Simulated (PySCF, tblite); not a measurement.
**C₆H₁₀BrPSi: geometry, infrared bands and NMR shifts**

Wanted: the infrared bands and NMR shifts of C₆H₁₀BrPSi (`CC#C[Si@H](P)C1(Br)CC1`), by calculation.

Programs: tblite 0.8.0 and PySCF 2.14.0, with density-fitted response routines of our own. Each step states its level of theory. These are calculated values for one molecule in the gas phase, unless marked as measured. Atoms are numbered from 0 throughout.

## (1) Starting geometry

19 atoms, charge 0, multiplicity 1; geometry from: force field or distance geometry start.

Bonds of the start (Å): C0–C1 1.49, C1–C2 1.18, C2–Si3 1.83, Si3–P4 2.19, Si3–C5 1.88, C5–Br6 1.92, C5–C7 1.49, C7–C8 1.50, C8–C5 1.50, C0–H9 1.09, C0–H10 1.10, C0–H11 1.11, Si3–H12 1.45, P4–H13 1.45, P4–H14 1.46, C7–H15 1.08, C7–H16 1.13, C8–H17 1.10, C8–H18 1.12.

## (2) Geometry optimisation with GFN2-xTB

Job settings and geometry (Å):

```
{"job": {"kind": "relax", "xc": "GFN2-xTB", "basis": "xTB"}, "charge": 0, "multiplicity": 1}
C      3.868000    -1.455400    -0.370500
C      2.528000    -0.821900    -0.505300
C      1.457200    -0.336700    -0.582300
Si    -0.203300     0.410900    -0.715600
P     -0.066400     2.500900    -0.092800
C     -1.437200    -0.406200     0.435900
Br    -0.869600    -1.834000     1.582400
C     -2.795400    -0.566100    -0.149800
C     -2.541600     0.524400     0.854000
H      4.607700    -0.668500    -0.480700
H      3.952200    -2.251600    -1.125500
H      3.983100    -1.911900     0.639900
H     -0.651600     0.201700    -2.076100
H      1.165200     3.151400    -0.478300
H     -1.264000     3.287100    -0.361100
H     -2.874300    -0.377900    -1.209700
H     -3.463100    -1.378400     0.258700
H     -2.900000     0.354400     1.883800
H     -2.504700     1.587000     0.500400
```

Command:

```
$ OMP_NUM_THREADS=1 python probes_run.py task.json out
```

One launch serves the whole session: the jobs run in the order shown.

**Question.** This job is followed by: GFN2-xTB harmonic vibrations, gas phase; GIAO PBE0/pcSseg-1 NMR shielding, non-relativistic, gas phase. What will the session give for the following? strongest single infrared mode (GFN2-xTB); zero-point energy (GFN2-xTB); ¹³C shifts against TMS (PBE0/pcSseg-1); ¹H shifts against TMS (PBE0/pcSseg-1, means over atoms taken as alike); ²⁹Si shifts against TMS (PBE0/pcSseg-1); ³¹P shifts against H3PO4 (PBE0/pcSseg-1); ⁷⁹Br shifts against HBr (PBE0/pcSseg-1).

As calculated:

| quantity | value |
| --- | --- |
| strongest single infrared mode (GFN2-xTB) | 606 cm⁻¹, 323 km/mol |
| zero-point energy (GFN2-xTB) | 83.6 kcal/mol |
| ¹³C shifts against TMS (PBE0/pcSseg-1) | 116.8, 82.9, 33.7, 15.5, 14.5, 6.0 ppm |
| ¹H shifts against TMS (PBE0/pcSseg-1, means over atoms taken as alike) | 5.36, 2.15, 1.27, 1.16, 1.12, 0.97, 0.60 ppm |
| ²⁹Si shifts against TMS (PBE0/pcSseg-1) | -33.4 ppm |
| ³¹P shifts against H3PO4 (PBE0/pcSseg-1) | -299.5 ppm |
| ⁷⁹Br shifts against HBr (PBE0/pcSseg-1) | 538 ppm |

**Reading.** Relaxing lowered the energy by 1.301 eV in 186 steps; the close pair that moved most is P4–H14, from 1.458 to 1.384 Å. The lowest mode is slightly imaginary (19i cm⁻¹), a soft motion within the noise of the Hessian, so the minimum is not strictly shown. The strongest single mode, at 606 cm⁻¹, moves mainly H12 and Si3. GFN2-xTB is a fitted tight-binding method: band positions and strengths are rough. Its intensities can rank the bands wrongly. C5 stands next to heavy halogen, whose spin-orbit shielding this run leaves out, so the computed shift lies too far downfield, most of all for carbon beside Br or I. At PBE0/pcSseg-1: Shielding is most anisotropic at Br6 (span 1537 ppm, paramagnetic term -1039 ppm). Spin-orbit coupling is left out, which matters for shieldings and couplings at and beside the heavy atoms.
